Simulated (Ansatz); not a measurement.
**C8H8FeO5: up Jacob's ladder to CCSD(T)**

One table from this session's results is given with a row withheld; the runs are named, their logs left out.

Method: functionals in def2-TZVPP, the program's frozen cores in correlated methods; program: Ansatz 0.2.0, Gaussian basis.

Levels to be run: LDA (SPW92), PBE-D4, revPBE-D4, BLYP-D4, r2SCAN-D4, B97M-V, PBE0-D4, B3LYP-D4, r2SCANh-D4, r2SCAN0-D4, HSE06-D4, BHLYP-D4, CAM-B3LYP-D4, LC-ωPBE, ωB97X-V, ωB97M-V, B2PLYP, PBE-QIDH; CCSD(T)/def2-SVP; CCSD(T)/def2-TZVPP; MP2/def2-QZVPP; extrapolation to the limit; RPA on PBE.

## The geometry

The geometry comes from an earlier relaxation with PBE0-D4 in a triple-zeta def2 set; it is a stationary point, not always the lowest conformer.

SMILES `[O+]#[C][Fe-5]([C]#[O+])([C]#[O+])([C]#[O+])[O+]1CCCC1`, 22 atoms, charge 0, spin multiplicity 1.

Atoms are counted from 1 here; the program's logs count them from 0.

Bond lengths: O1–C2 1.140 Å, C2–Fe3 1.797 Å, Fe3–C4 1.759 Å, Fe3–C6 1.808 Å, Fe3–C8 1.759 Å, Fe3–O10 2.142 Å, C4–O5 1.147 Å, C6–O7 1.137 Å, C8–O9 1.147 Å, O10–C11 1.430 Å, O10–C14 1.430 Å, C11–C12 1.525 Å, C11–H15 1.097 Å, C11–H16 1.087 Å, C12–C13 1.542 Å, C12–H17 1.090 Å, C12–H18 1.090 Å, C13–C14 1.525 Å and more. Angles: O1–C2–Fe3 178.5°, C2–Fe3–C4 89.3°, C2–Fe3–C6 177.8°, C2–Fe3–C8 89.3°, C2–Fe3–O10 93.8°, C4–Fe3–C6 89.6°, C4–Fe3–C8 121.7°, C4–Fe3–O10 119.1°, C6–Fe3–C8 89.6°, C6–Fe3–O10 88.4°, C8–Fe3–O10 119.2°, Fe3–C4–O5 174.2°, Fe3–C6–O7 179.4°, Fe3–C8–O9 174.2°, Fe3–O10–C11 120.2°, Fe3–O10–C14 120.2°, C11–O10–C14 105.1°, O10–C11–C12 105.3° and more.

Set-up of the first run:

The input, in.yaml:

```yaml
crystal:
  periodic: [false, false, false]
  atoms:
    - {symbol: O, position_ang: [-1.640450, -0.946524, -2.190166]}
    - {symbol: C, position_ang: [-0.659918, -0.454692, -1.879234]}
    - {symbol: Fe, position_ang: [0.897220, 0.322807, -1.433918]}
    - {symbol: C, position_ang: [0.436451, 1.736165, -2.374431]}
    - {symbol: O, position_ang: [0.183868, 2.604079, -3.079757]}
    - {symbol: C, position_ang: [2.480252, 1.107671, -1.052194]}
    - {symbol: O, position_ang: [3.478290, 1.601574, -0.823360]}
    - {symbol: C, position_ang: [1.755815, -1.030256, -2.159417]}
    - {symbol: O, position_ang: [2.309800, -1.853908, -2.733259]}
    - {symbol: O, position_ang: [0.477065, 0.286713, 0.666081]}
    - {symbol: C, position_ang: [0.403836, -0.959579, 1.363390]}
    - {symbol: C, position_ang: [-1.084631, -1.271818, 1.472696]}
    - {symbol: C, position_ang: [-1.759229, 0.110778, 1.367759]}
    - {symbol: C, position_ang: [-0.589616, 1.075375, 1.200199]}
    - {symbol: H, position_ang: [0.856485, -0.822632, 2.352966]}
    - {symbol: H, position_ang: [0.982942, -1.688822, 0.801834]}
    - {symbol: H, position_ang: [-1.405789, -1.920783, 0.657649]}
    - {symbol: H, position_ang: [-1.314116, -1.780300, 2.409439]}
    - {symbol: H, position_ang: [-2.349781, 0.356612, 2.250663]}
    - {symbol: H, position_ang: [-2.423762, 0.151662, 0.504513]}
    - {symbol: H, position_ang: [-0.771404, 1.897424, 0.511976]}
    - {symbol: H, position_ang: [-0.263348, 1.478445, 2.166550]}
basis:
  gaussian: {orbitals: def2-TZVPP}
hamiltonian: {xc: lda}
output: {orbitals: {seedname: orbitals}}
```

Launch:

```bash
$ ansatz run in.yaml --threads 11 --pin off --events-out ev --progress --plain --max-ram 110592MiB --backend cuda --devices 0, --max-vram 75GiB
```

Steps of the session up to this table: LDA; PBE-D4 (GGA); revPBE-D4 (GGA); BLYP-D4 (GGA); r2SCAN-D4 (meta-GGA); B97M-V (meta-GGA); PBE0-D4 (hybrid); B3LYP-D4 (hybrid); r2SCANh-D4 (hybrid); r2SCAN0-D4 (hybrid); HSE06-D4 (hybrid); BHLYP-D4 (hybrid); CAM-B3LYP-D4 (range-separated); LC-ωPBE (range-separated); ωB97X-V (range-separated); ωB97M-V (range-separated); B2PLYP (double hybrid); PBE-QIDH (double hybrid).

One of the session's tables, all rows but one given; the rest of the session is left out.

It belongs to the step «Orbital energies across the functionals». 

| functional | HOMO (eV) | LUMO (eV) | gap (eV) |
| --- | --- | --- | --- |
| LDA (SPW92) | -5.12 | -3.02 | 2.10 |
| PBE-D4 | -4.84 | -2.72 | 2.12 |
| revPBE-D4 | -4.73 | -2.60 | 2.13 |
| BLYP-D4 | -4.68 | -2.56 | 2.12 |
| r2SCAN-D4 | -4.97 | -2.59 | 2.38 |
| B97M-V | -4.87 | -2.46 | 2.41 |
| PBE0-D4 | -5.99 | -1.57 | 4.42 |
| B3LYP-D4 | -5.76 | -1.81 | 3.95 |
| r2SCANh-D4 | -5.42 | -2.14 | 3.28 |
| r2SCAN0-D4 | -6.14 | -1.47 | 4.67 |
| HSE06-D4 | -5.60 | -1.95 | 3.64 |
| BHLYP-D4 | -7.14 | -0.24 | 6.90 |
| CAM-B3LYP-D4 | -7.26 | -0.36 | 6.90 |
| LC-ωPBE | -8.45 | 0.84 | 9.29 |
| ωB97X-V | -8.19 | 0.76 | 8.95 |
| ωB97M-V | ? | ? | ? |

**Question.** Estimate the row for ωB97M-V.

**Answer.** HOMO (eV): -8.17; LUMO (eV): 0.70; gap (eV): 8.86. In the column «HOMO (eV)» it lies between ωB97X-V (-8.19) and CAM-B3LYP-D4 (-7.26).
